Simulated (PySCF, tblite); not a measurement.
# C2H9BN2Si: geometry, infrared bands and NMR shifts

Wanted: the infrared bands and NMR shifts of C2H9BN2Si (`B1CCN[SiH2]N1`), by calculation.

Computed with tblite 0.8.0 and PySCF 2.14.0, with density-fitted response routines of our own, on a single molecule in the gas phase. Atoms count from 0, in the outputs and in this text.

## 1. The molecule as given

15 atoms, charge 0, multiplicity 1; geometry from: force field or distance geometry start.

Bonds of the start (Å): B0–C1 1.56, C1–C2 1.51, C2–N3 1.42, N3–Si4 1.76, Si4–N5 1.79, N5–B0 1.52, B0–H6 1.19, C1–H7 1.13, C1–H8 1.09, C2–H9 1.11, C2–H10 1.13, N3–H11 1.03, Si4–H12 1.48, Si4–H13 1.47, N5–H14 1.04.

## 2. Geometry optimisation with GFN2-xTB

The job: settings as JSON, then the geometry in Å.

```
{"job": {"kind": "relax", "xc": "GFN2-xTB", "basis": "xTB"}, "charge": 0, "multiplicity": 1}
B     -0.940300     1.156000    -0.161400
C     -1.418100    -0.329500    -0.051800
C     -0.303700    -1.344100     0.061900
N      0.948600    -0.939500    -0.481900
Si     1.604900     0.571200     0.143600
N      0.272000     1.678600     0.592200
H     -1.262900     1.829500    -1.090200
H     -2.009400    -0.390000     0.904100
H     -2.043200    -0.589200    -0.907200
H     -0.171900    -1.668900     1.119800
H     -0.650900    -2.235500    -0.531300
H      1.049300    -1.041400    -1.497400
H      2.275200     1.233700    -0.996400
H      2.530600     0.331300     1.254800
H      0.115500     1.745900     1.619200
```

Started as:

```console
> OMP_NUM_THREADS=1 python probes_run.py task.json out
```

One launch serves the whole session: the jobs run in the order shown.

**Question.** This job is followed by: GFN2-xTB harmonic vibrations, gas phase; GIAO PBE0/pcSseg-1 NMR shielding, non-relativistic, gas phase. What will the session give for the following? strongest single infrared mode (GFN2-xTB); zero-point energy (GFN2-xTB); ¹³C shifts against TMS (PBE0/pcSseg-1); ¹H shifts against TMS (PBE0/pcSseg-1, means over atoms taken as alike); ¹¹B shifts against BF3·OEt2 (PBE0/pcSseg-1); ¹⁵N shifts against NH3 (PBE0/pcSseg-1); ²⁹Si shifts against TMS (PBE0/pcSseg-1); surface potential, 1st and 99th percentile.

The runs gave:

```
                                                              quantity                                   value
                             strongest single infrared mode (GFN2-xTB)                   2211 cm⁻¹, 401 km/mol
                                          zero-point energy (GFN2-xTB)                           73.3 kcal/mol
                                ¹³C shifts against TMS (PBE0/pcSseg-1)                          41.9, 26.5 ppm
¹H shifts against TMS (PBE0/pcSseg-1, means over atoms taken as alike)  5.59, 5.20, 4.12, 3.10, 0.95, 0.76 ppm
                           ¹¹B shifts against BF3·OEt2 (PBE0/pcSseg-1)                                46.1 ppm
                                ¹⁵N shifts against NH3 (PBE0/pcSseg-1)                         125.7, 29.5 ppm
                               ²⁹Si shifts against TMS (PBE0/pcSseg-1)                               -40.1 ppm
                                 surface potential, 1st and 99th percentile                      -1.18 V and 1.63 V
```

**Reading.** Relaxing lowered the energy by 1.399 eV in 100 steps; the close pair that moved most is B0–N5, from 1.520 to 1.395 Å. No mode is imaginary among the 39: a minimum at this level. The strongest single mode, at 2211 cm⁻¹, moves mainly H13. Unscaled tight-binding wavenumbers are off by several per cent, some by more. Its intensities can rank the bands wrongly. The most deshielded carbon is C2 (sp3 CH2 bonded to N), at 41.9 ppm: pulled downfield by the heteroatom. At PBE0/pcSseg-1: The widest tensor belongs to N5: span 197 ppm, with a paramagnetic part of -182 ppm.
